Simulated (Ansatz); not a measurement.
**GaH8NSi2: basis-set convergence**

The task here is to estimate one member of a computed series from the others.

Method: one geometry, several basis sets; program: Ansatz 0.2.0, Gaussian basis.

The runs, in order: PBE0-D4/def2-SVP; ωB97M-V/def2-SVP; PBE0-D4/def2-QZVPP; ωB97M-V/def2-QZVPP; the functionals' def2-TZVPP values are taken from earlier runs.

## The geometry

The geometry comes from an earlier relaxation with PBE0-D4 in a triple-zeta def2 set; it is a stationary point, not always the lowest conformer.

SMILES `[SiH3][N]([SiH3])[GaH2]`, 12 atoms, charge 0, spin multiplicity 1.

Atoms are counted from 1 here; the program's logs count them from 0.

Bond lengths: Si1–N2 1.735 Å, Si1–H5 1.485 Å, Si1–H6 1.490 Å, Si1–H7 1.489 Å, N2–Si3 1.735 Å, N2–Ga4 1.854 Å, Si3–H8 1.485 Å, Si3–H9 1.490 Å, Si3–H10 1.489 Å, Ga4–H11 1.559 Å, Ga4–H12 1.559 Å. Angles: N2–Si1–H5 109.3°, N2–Si1–H6 110.9°, N2–Si1–H7 111.0°, H5–Si1–H6 109.1°, H5–Si1–H7 109.0°, H6–Si1–H7 107.4°, Si1–N2–Si3 119.0°, Si1–N2–Ga4 120.5°, Si3–N2–Ga4 120.5°, N2–Si3–H8 109.3°, N2–Si3–H9 110.9°, N2–Si3–H10 111.0°, H8–Si3–H9 109.1°, H8–Si3–H10 109.0°, H9–Si3–H10 107.4°, N2–Ga4–H11 116.1°, N2–Ga4–H12 116.1°, H11–Ga4–H12 127.8°.

The first run:

in.yaml

```yaml
crystal:
  periodic: [false, false, false]
  atoms:
    - {symbol: Si, position_ang: [-0.429443, 1.399105, -0.800204]}
    - {symbol: N, position_ang: [-0.056209, -0.119470, -0.048691]}
    - {symbol: Si, position_ang: [1.016146, -0.143478, 1.314989]}
    - {symbol: Ga, position_ang: [-0.791869, -1.694494, -0.694625]}
    - {symbol: H, position_ang: [-1.391378, 1.175192, -1.909702]}
    - {symbol: H, position_ang: [-1.030053, 2.343868, 0.182404]}
    - {symbol: H, position_ang: [0.798558, 2.042632, -1.344701]}
    - {symbol: H, position_ang: [1.206143, -1.545892, 1.766190]}
    - {symbol: H, position_ang: [2.340975, 0.437360, 0.959522]}
    - {symbol: H, position_ang: [0.464960, 0.659294, 2.442051]}
    - {symbol: H, position_ang: [-1.741344, -1.554607, -1.923596]}
    - {symbol: H, position_ang: [-0.386508, -2.999519, 0.056384]}
basis:
  gaussian: {orbitals: def2-SVP}
hamiltonian: {xc: pbe0, dispersion: d4}
output: {orbitals: {seedname: orbitals}}
```

The run is started by

```console
$ ansatz run in.yaml --threads 4 --pin off --events-out ev --progress --plain --max-ram 10444MiB
```

Among the steps run: PBE0-D4 in def2-SVP; ωB97M-V in def2-SVP; PBE0-D4 in def2-QZVPP; ωB97M-V in def2-QZVPP.

One table of the session follows, with a row left open; its other results are not shown here.

It belongs to the step «Density functionals: the series». 

| functional | basis | HOMO (eV) | LUMO (eV) |
| --- | --- | --- | --- |
| PBE0-D4 | def2-SVP | -7.70 | -1.30 |
| PBE0-D4 | def2-TZVPP | -7.76 | -1.38 |
| PBE0-D4 | def2-QZVPP | -7.77 | -1.43 |
| ωB97M-V | def2-SVP | -9.89 | 0.41 |
| ωB97M-V | def2-TZVPP | ? | ? |
| ωB97M-V | def2-QZVPP | -10.01 | 0.07 |

Q: Estimate the row for ωB97M-V, def2-TZVPP from the others.

The run gave: HOMO (eV): -10.01; LUMO (eV): 0.28.
